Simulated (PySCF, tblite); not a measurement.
# C₃H₁₅PSSi₃: geometry, infrared bands and NMR shifts

What infrared bands and NMR shifts should C₃H₁₅PSSi₃ (`CS[Si@@H](C)[C@H]([SiH3])[SiH2]P`) show?

Computed with tblite 0.8.0 and PySCF 2.14.0, with density-fitted response routines of our own, on a single molecule in the gas phase. Atoms are numbered from 0 throughout.

## 1. Starting geometry

23 atoms, charge 0, multiplicity 1; geometry from: force field or distance geometry start.

Bonds of the start (Å): C0–S1 1.84, S1–Si2 2.12, Si2–C3 1.87, Si2–C4 1.83, C4–Si5 1.89, C4–Si6 1.82, Si6–P7 2.21, C0–H8 1.12, C0–H9 1.10, C0–H10 1.11, Si2–H11 1.47, C3–H12 1.08, C3–H13 1.11, C3–H14 1.12, C4–H15 1.12, Si5–H16 1.46, Si5–H17 1.48, Si5–H18 1.48, Si6–H19 1.47, Si6–H20 1.49, P7–H21 1.47, P7–H22 1.46.

## 2. Geometry optimisation with GFN2-xTB

The job: settings as JSON, then the geometry in Å.

```
{"job": {"kind": "relax", "xc": "GFN2-xTB", "basis": "xTB"}, "charge": 0, "multiplicity": 1}
C      3.113100     1.377300     1.220700
S      1.398400     0.826400     1.581700
Si     0.712800     0.022600    -0.260600
C      2.073000    -1.113600    -0.858100
C     -0.864200    -0.905100    -0.202600
Si    -1.884300    -0.444500    -1.727600
Si    -1.942300    -0.636300     1.237800
P     -3.326600     1.033700     0.831000
H      3.139500     1.750800     0.167600
H      3.439600     2.176200     1.897700
H      3.769000     0.480600     1.220000
H      0.664900     1.144900    -1.214400
H      2.666000    -0.615700    -1.615200
H      1.654500    -2.080600    -1.205800
H      2.783600    -1.353500    -0.019600
H     -0.626400    -1.996100    -0.268300
H     -1.196900     0.658900    -2.381800
H     -2.048900    -1.632900    -2.599100
H     -3.235200     0.011900    -1.328900
H     -1.236300    -0.496400     2.525000
H     -2.799800    -1.846600     1.356500
H     -2.861900     1.768000    -0.352300
H     -3.396600     1.897100     2.006500
```

The run is started by

```
$ OMP_NUM_THREADS=1 python probes_run.py task.json out
```

This one command runs all jobs of the session in turn.

The program printed:

```text
step      E/eV     max force
  0    -679.47808    2.233
  1    -679.79948    1.654
  2    -680.02684    1.312
  3    -680.19492    1.054
  4    -680.35326    0.755
  5    -680.42966    0.555
  6    -680.47040    0.406
  7    -680.49938    0.413
  8    -680.52339    0.424
  9    -680.55516    0.374
 10    -680.57886    0.398
 11    -680.60016    0.387
 12    -680.61975    0.305
 13    -680.63655    0.332
 14    -680.64764    0.211
 15    -680.65387    0.156
 16    -680.65832    0.153
 17    -680.66332    0.157
 18    -680.66914    0.169
 19    -680.67556    0.172
 20    -680.68254    0.220
 21    -680.68971    0.208
 22    -680.69580    0.173
 23    -680.69973    0.119
 24    -680.70207    0.101
 25    -680.70398    0.093
 26    -680.70602    0.092
 27    -680.70833    0.103
 28    -680.71097    0.132
 29    -680.71401    0.155
 30    -680.71743    0.134
 31    -680.72071    0.147
 32    -680.72313    0.102
 33    -680.72482    0.105
 34    -680.72644    0.116
 35    -680.72835    0.122
 36    -680.73033    0.134
 37    -680.73198    0.113
 38    -680.73334    0.097
 39    -680.73487    0.120
 40    -680.73701    0.152
 41    -680.73981    0.173
 42    -680.74272    0.164
 43    -680.74522    0.132
 44    -680.74752    0.124
 45    -680.75049    0.140
 46    -680.75500    0.162
 47    -680.76118    0.197
 48    -680.76786    0.209
 49    -680.77480    0.221
 50    -680.78188    0.236
 51    -680.75655    0.701
 52    -680.79256    0.183
 53    -680.79688    0.142
 54    -680.80848    0.189
 55    -680.81182    0.170
 56    -680.82367    0.193
 57    -680.82962    0.197
 58    -680.83516    0.233
 59    -680.84092    0.215
 60    -680.84685    0.177
 61    -680.85401    0.173
 62    -680.85991    0.162
 63    -680.86436    0.223
 64    -680.86736    0.214
 65    -680.87197    0.180
 66    -680.87587    0.134
 67    -680.87883    0.088
 68    -680.88146    0.101
 69    -680.88387    0.095
 70    -680.88625    0.098
 71    -680.88924    0.119
 72    -680.89211    0.160
 73    -680.89526    0.184
 74    -680.89803    0.117
 75    -680.90117    0.105
 76    -680.90263    0.091
 77    -680.90571    0.137
 78    -680.90814    0.147
 79    -680.90997    0.090
 80    -680.91170    0.095
 81    -680.91325    0.078
 82    -680.91473    0.094
 83    -680.91608    0.082
 84    -680.91723    0.053
 85    -680.91800    0.048
 86    -680.91856    0.055
 87    -680.91916    0.058
 88    -680.91995    0.065
 89    -680.92082    0.057
 90    -680.92156    0.046
 91    -680.92201    0.036
 92    -680.92237    0.050
 93    -680.92271    0.045
 94    -680.92301    0.026
 95    -680.92318    0.024
 96    -680.92333    0.025
 97    -680.92356    0.042
 98    -680.92394    0.057
 99    -680.92439    0.052
100    -680.92476    0.043
101    -680.92501    0.043
102    -680.92527    0.039
103    -680.92561    0.036
104    -680.92603    0.040
105    -680.92641    0.038
106    -680.92669    0.029
107    -680.92691    0.032
108    -680.92714    0.042
109    -680.92736    0.040
110    -680.92754    0.028
111    -680.92769    0.029
112    -680.92784    0.022
113    -680.92797    0.027
114    -680.92811    0.030
115    -680.92825    0.025
116    -680.92840    0.023
117    -680.92852    0.018
118    -680.92858    0.014
119    -680.92863    0.015
120    -680.92868    0.017
121    -680.92876    0.017
122    -680.92883    0.016
123    -680.92889    0.016
124    -680.92893    0.016
125    -680.92898    0.016
126    -680.92906    0.020
127    -680.92915    0.018
128    -680.92921    0.014
129    -680.92925    0.011
130    -680.92928    0.013
131    -680.92932    0.014
132    -680.92936    0.017
133    -680.92941    0.020
134    -680.92945    0.016
135    -680.92948    0.012
136    -680.92952    0.014
137    -680.92955    0.013
138    -680.92958    0.013
139    -680.92961    0.010
```

Run time: 3.5 s. Hardware: 1 thread of Arm Neoverse N1, shared host.

The steps of the relaxation: (not every step is listed)

```
step  energy from step 0 (eV)  largest force (eV/Å)
   0                   0.0000                2.2333
   1                  -0.3214                1.6544
   2                  -0.5488                1.3123
   3                  -0.7168                1.0539
   4                  -0.8752                0.7545
   5                  -0.9516                0.5551
   6                  -0.9923                0.4064
   7                  -1.0213                0.4130
   8                  -1.0453                0.4244
  20                  -1.2045                0.2198
  32                  -1.2450                0.1023
  44                  -1.2694                0.1244
  56                  -1.3456                0.1928
  68                  -1.4034                0.1012
  80                  -1.4336                0.0952
  92                  -1.4443                0.0502
 104                  -1.4479                0.0396
 116                  -1.4503                0.0234
 128                  -1.4511                0.0137
 134                  -1.4514                0.0156
 135                  -1.4514                0.0122
 136                  -1.4514                0.0139
 137                  -1.4515                0.0130
 138                  -1.4515                0.0130
 139                  -1.4515                0.0098
```

Distances of close pairs at the start and the end, largest changes first:

```
  bond  before (Å)  after (Å)  change (Å)
C4–Si6       1.819      1.909      +0.090
P7–H21       1.468      1.382      -0.086
P7–H22       1.460      1.383      -0.078
Si2–C4       1.831      1.896      +0.065
S1–Si2       2.124      2.163      +0.039
C3–H14       1.125      1.087      -0.038
 C0–H8       1.118      1.086      -0.032
Si6–P7       2.207      2.239      +0.032
```

The final coordinates are the input of the step that follows.

## 3. Harmonic vibrations with GFN2-xTB

The job: settings as JSON, then the geometry in Å.

```
{"job": {"kind": "ir", "xc": "GFN2-xTB", "basis": "xTB"}, "charge": 0, "multiplicity": 1}
C      2.879702     1.400019     1.265527
S      1.375942     0.466534     1.688212
Si     0.679792    -0.013472    -0.302625
C      1.999819    -1.044749    -1.199673
C     -0.947429    -0.972296    -0.138715
Si    -1.796456    -1.137103    -1.835347
Si    -2.122550    -0.269229     1.190931
P     -2.492834     1.883103     0.698751
H      2.630513     2.196426     0.571285
H      3.261866     1.818763     2.190344
H      3.614516     0.730618     0.830132
H      0.508067     1.286519    -0.965128
H      2.922103    -0.487876    -1.338917
H      1.646552    -1.346460    -2.180243
H      2.240872    -1.945787    -0.640773
H     -0.698397    -1.983966     0.190378
H     -2.152315     0.180930    -2.354562
H     -0.872469    -1.783053    -2.774470
H     -2.988756    -1.976637    -1.703303
H     -1.564269    -0.476763     2.531668
H     -3.418879    -0.959893     1.125305
H     -1.386581     2.353917     1.380412
H     -3.323560     2.107440     1.780892
```

The program printed:

```text
mode    cm-1     km/mol
  1      26.1      0.68
  2      30.4      3.05
  3      46.6      1.55
  4      79.4      1.05
  5      90.6      4.80
  6     103.3      0.36
  7     109.4      0.66
  8     120.2      5.61
  9     127.4      0.99
 10     152.8      0.58
 11     158.8      2.13
 12     172.7      4.12
 13     190.5      3.52
 14     215.4      3.66
 15     280.0      3.43
 16     418.9     41.28
 17     456.8     22.12
 18     483.1     41.46
 19     510.2     18.33
 20     527.7     20.04
 21     546.4     16.00
 22     579.0     54.69
 23     620.1     39.83
 24     659.7    125.04
 25     669.0    222.62
 26     691.2     47.96
 27     716.4    233.91
 28     726.0     10.88
 29     744.4     44.18
 30     774.0    244.13
 31     783.3    145.29
 32     786.9    254.38
 33     801.9    203.67
 34     806.1    218.15
 35     819.0    144.63
 36     833.8    249.66
 37     854.4    227.00
 38     945.4      0.20
 39     956.6      2.81
 40    1056.5     81.84
 41    1078.5     81.80
 42    1148.0     10.95
 43    1319.6      3.91
 44    1367.6     20.44
 45    1455.0      3.81
 46    1461.1      6.57
 47    1476.2      0.41
 48    1483.3      1.40
 49    2187.2    238.70
 50    2199.9    170.46
 51    2218.9    236.11
 52    2227.2    344.83
 53    2255.3    337.72
 54    2284.7    249.39
 55    2311.3    106.56
 56    2394.1    173.94
 57    2928.9     27.77
 58    3025.3     14.22
 59    3028.5      7.17
 60    3034.1     13.14
 61    3036.4     18.07
 62    3049.9     19.56
 63    3058.6      2.11
```

Wall time 3 s (1 thread of Arm Neoverse N1, shared host).

Which atoms move in the most intense modes:

```
cm⁻¹  km/mol                        atoms
 774   244.1           H18 43 %, H16 40 %
 787   254.4           H17 39 %, H16 36 %
 834   249.7  C4 40 %, H13 13 %, H15 11 %
2187   238.7                     H20 90 %
2219   236.1                     H19 89 %
2227   344.8                     H17 92 %
2255   337.7                     H18 94 %
2285   249.4                     H16 94 %
```

## 4. Shielding tensors: PBE0/pcSseg-1

Settings changed since step 3:

```diff
@@ -1,2 +1,2 @@
-{"job": {"kind": "ir", "xc": "GFN2-xTB", "basis": "xTB"}, "charge": 0, "multiplicity": 1}
+{"job": {"kind": "nmr", "xc": "PBE0", "basis": "pcSseg-1"}, "charge": 0, "multiplicity": 1}
 C      2.879702     1.400019     1.265527
```

Method: GIAO PBE0/pcSseg-1 NMR shielding, non-relativistic, gas phase.

The program printed:

```text
coarse grid: 20680 points
cycle   1  E = -1730.4408509920  dE =  2.715e-01  |g| = 4.778e-01  |ddm| = 4.296e+00
cycle   2  E = -1730.4287846202  dE =  1.207e-02  |g| = 5.206e-01  |ddm| = 9.820e-01
cycle   3  E = -1730.4989865721  dE = -7.020e-02  |g| = 6.432e-02  |ddm| = 5.536e-01
cycle   4  E = -1730.4999587264  dE = -9.722e-04  |g| = 3.035e-02  |ddm| = 1.138e-01
cycle   5  E = -1730.5002035375  dE = -2.448e-04  |g| = 5.651e-03  |ddm| = 4.188e-02
cycle   6  E = -1730.5002113214  dE = -7.784e-06  |g| = 2.184e-03  |ddm| = 9.681e-03
final grid: 173656 points
cycle   7  E = -1730.5478334222  dE = -2.587e-05  |g| = 1.060e-02  |ddm| = 3.330e-02
cycle   8  E = -1730.5478155424  dE =  1.788e-05  |g| = 1.335e-02  |ddm| = 2.206e-02
cycle   9  E = -1730.5478613745  dE = -4.583e-05  |g| = 6.059e-04  |ddm| = 1.290e-02
cycle  10  E = -1730.5478614654  dE = -9.091e-08  |g| = 1.755e-04  |ddm| = 1.078e-03
cycle  11  E = -1730.5478614736  dE = -8.222e-09  |g| = 4.643e-05  |ddm| = 2.637e-04
cycle  12  E = -1730.5478614741  dE = -4.943e-10  |g| = 1.781e-05  |ddm| = 7.235e-05
converged SCF energy = -1730.5478614741

GIAO shielding tensors (ppm)
atom      isotropic    diamagn.    paramagn.     s11        s22        s33       span
  0 C      172.922     251.946     -79.024    162.952    164.809    191.006     28.054
  1 S      681.376    1062.247    -380.871    610.275    619.568    814.285    204.009
  2 Si     346.054     883.078    -537.024    307.090    348.163    382.909     75.820
  3 C      188.080     256.167     -68.087    176.112    190.238    197.891     21.779
  4 C      198.341     264.750     -66.409    187.333    199.292    208.398     21.065
  5 Si     421.962     880.623    -458.660    389.053    405.770    471.063     82.010
  6 Si     395.902     881.299    -485.397    363.738    381.488    442.481     78.743
  7 P      629.787     968.253    -338.466    564.153    618.570    706.638    142.486
  8 H       29.891      31.210      -1.319     24.307     28.154     37.211     12.904
  9 H       29.583      29.082       0.501     23.473     26.508     38.768     15.295
 10 H       29.690      30.666      -0.975     23.239     28.424     37.409     14.170
 11 H       26.786      32.861      -6.075     24.619     25.650     30.088      5.469
 12 H       31.173      31.637      -0.464     25.646     29.821     38.051     12.406
 13 H       31.295      32.309      -1.014     25.449     29.962     38.474     13.025
 14 H       31.699      32.218      -0.519     27.996     28.861     38.241     10.245
 15 H       32.140      35.113      -2.973     27.707     28.493     40.220     12.513
 16 H       27.512      29.458      -1.946     23.522     26.817     32.197      8.676
 17 H       27.648      29.959      -2.311     22.779     27.039     33.125     10.346
 18 H       27.635      29.419      -1.784     23.660     25.261     33.982     10.322
 19 H       26.630      30.676      -4.046     22.875     25.445     31.570      8.695
 20 H       27.274      30.311      -3.036     23.107     25.437     33.278     10.171
 21 H       30.132      31.453      -1.322     23.079     29.497     37.818     14.739
 22 H       30.863      29.584       1.279     25.299     26.591     40.700     15.401
```

It took 1.9 min on 1 thread of Arm Neoverse N1, shared host; peak memory 1.2 GiB.

Shifts follow as δ = σ(reference) − σ, with reference shieldings (ppm) from runs at the same level and on the same kind of geometry: ¹H TMS 31.72, ¹³C TMS 186.9, ²⁹Si TMS 349.2, ³¹P H3PO4 318.4, ³³S CS2 504. The references are single molecules in the gas phase, so shifts against H2O, NH3, PH3, H3PO4 or CFCl3 are not on the usual liquid scales and can be off by tens of ppm. Atoms listed in one row are averaged.

```
        atoms                               environment  σ (ppm)  δ (ppm)  δ scaled to CDCl3
           C0                 methyl carbon bonded to S    172.9     14.0                7.3
           C3                methyl carbon bonded to Si    188.1     -1.2               -3.0
           C4                     sp3 CH bonded to 3 Si    198.3    -11.4              -13.1
          H19      hydrogen on a silicon bonded to C, P    26.63     5.09                  –
          H11    hydrogen on a silicon bonded to 2 C, S    26.79     4.93                  –
          H20      hydrogen on a silicon bonded to C, P    27.27     4.44                  –
H16, H17, H18         hydrogen on a silicon bonded to C    27.60     4.12                  –
  H8, H9, H10   hydrogen on a methyl carbon bonded to S    29.72     2.00               1.99
     H21, H22     hydrogen on a phosphorus bonded to Si    30.50     1.22                  –
H12, H13, H14  hydrogen on a methyl carbon bonded to Si    31.39     0.33               0.41
          H15      hydrogen on an sp3 CH bonded to 3 Si    32.14    -0.42              -0.29
           S1                    sulfur bonded to C, Si      681     -178                  –
          Si2               silicon bonded to 2 C, S, H    346.1      3.1                  –
          Si6               silicon bonded to C, P, 2 H    395.9    -46.7                  –
          Si5                  silicon bonded to C, 3 H    422.0    -72.8                  –
           P7              phosphorus bonded to Si, 2 H    629.8   -311.4                  –
```

The scaled column applies a straight-line fit of computed shieldings to shifts measured in CDCl3, with any fitted terms for Cl, Br or S neighbours (root-mean-square error 0.16 ppm for H, 1.9 ppm for C).

The run also stored atomic charges by several schemes (e):

```
atoms  Mulliken    IAO  Hirshfeld  ESP fit
   C0     -0.39  -0.50      -0.12    -0.37
   S1     -0.32  -0.20      -0.10    -0.29
  Si2      0.73   0.83       0.33     0.62
   C3     -0.61  -0.72      -0.21    -0.76
   C4     -1.11  -0.92      -0.28    -0.62
  Si5      0.50   0.60       0.30     0.52
  Si6      0.40   0.57       0.27     0.35
   P7     -0.22  -0.12      -0.02    -0.35
```

Mayer bond orders: C0–S1 1.00, S1–Si2 0.97, Si2–C3 0.96, Si2–C4 0.88, C4–Si5 0.88, C4–Si6 0.86, Si6–P7 1.03.

## 5. Outcome

| quantity | value |
| --- | --- |
| strongest single infrared mode (GFN2-xTB) | 2227 cm⁻¹, 345 km/mol |
| zero-point energy (GFN2-xTB) | 99.6 kcal/mol |
| ¹³C shifts against TMS (PBE0/pcSseg-1) | 14.0, -1.2, -11.4 ppm |
| ¹H shifts against TMS (PBE0/pcSseg-1, means over atoms taken as alike) | 5.09, 4.93, 4.44, 4.12, 2.00, 1.22, 0.33, -0.42 ppm |
| ³³S shifts against CS2 (PBE0/pcSseg-1) | -178 ppm |
| ²⁹Si shifts against TMS (PBE0/pcSseg-1) | 3.1, -46.7, -72.8 ppm |
| ³¹P shifts against H3PO4 (PBE0/pcSseg-1) | -311.4 ppm |

The optimisation took 139 steps and gained 1.452 eV; among the close pairs (by a distance rule), C4–Si6 changed most, from 1.819 to 1.909 Å. All 63 modes are real, so the xTB geometry is a minimum. The strongest single mode, at 2227 cm⁻¹, moves mainly H17. GFN2-xTB is a fitted tight-binding method: band positions and strengths are rough. Its intensities can rank the bands wrongly. At PBE0/pcSseg-1: The widest tensor belongs to S1: span 204 ppm, with a paramagnetic part of -381 ppm.
